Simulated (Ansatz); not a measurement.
# Zn2As: the cost of one run

Program: Ansatz 0.2.0. Level of theory: DFT PBE, scalar-relativistic, plane waves, PAW. These are calculated values, not measurements.

**1. The system as given**

The structure is tetragonal, space group P4/nmm (No. 129). Conventional cell: a = 3.901 Å, b = 3.901 Å, c = 5.952 Å, α = 90.00°, β = 90.00°, γ = 90.00°. Zn (site symmetry -4m2) has 8 Zn at 2.53 to 2.76 Å and 4 As at 2.64 Å as nearest neighbours. Around Zn (site symmetry 4mm) lie 4 Zn at 2.53 Å and 5 As at 2.56 to 2.76 Å. As (site symmetry 4mm) is surrounded by 9 Zn at 2.56 to 2.76 Å.

Coordinates:

```
Zn As
1.0
     3.90073    0.00000    0.00000
     0.00000    3.90073    0.00000
     0.00000    0.00000    5.95174
Zn As
4 2
Direct
  0.00000 0.00000 0.00000
  0.50000 0.50000 0.00000
  0.00000 0.50000 0.27000
  0.50000 0.00000 0.73000
  0.00000 0.50000 0.70000
  0.50000 0.00000 0.30000
```

(A quick probe on a coarse mesh, which set the mesh and smearing, is not shown.)

**3. A loose first relaxation**

Input file input.yaml:

```yaml
crystal:
  lattice:
    - [3.9007268425, 0.0, 0.0]
    - [0.0, 3.9007268425, 0.0]
    - [0.0, 0.0, 5.9517352699]
  atoms:
    - { symbol: Zn, position: [0.0, 0.0, 0.0] }
    - { symbol: Zn, position: [0.5, 0.5, 0.0] }
    - { symbol: Zn, position: [0.0, 0.5, 0.27] }
    - { symbol: Zn, position: [0.5, 0.0, 0.73] }
    - { symbol: As, position: [0.0, 0.5, 0.7] }
    - { symbol: As, position: [0.5, 0.0, 0.3] }
basis:
  ecutwfc: 420
kpoints:
  mp_grid: { grid: [4, 4, 4] }
hamiltonian:
  xc: pbe
scf:
  occupations: { method: gaussian, width: 0.1 }
  lower_state_search: "off"
output:
  forces: true
  stress: true
  eigenvalues: true
relax:
  adjacent_minimum: "off"
  f_tol: 0.04
  max_steps: 70
  cell: { stress_tol: 0.4 }
```

Started as:

```bash
$ ansatz run input.yaml --threads 1 --pin off --max-ram 2560MiB --backend cpu --events-out ev --progress --plain --runs-dir out
```

**Question.** How long does this run take on 1 thread of Intel Xeon 6975P-C (Granite Rapids), shared host, and how much memory does it need?

About 33 s, with a peak of 0.45 GiB.
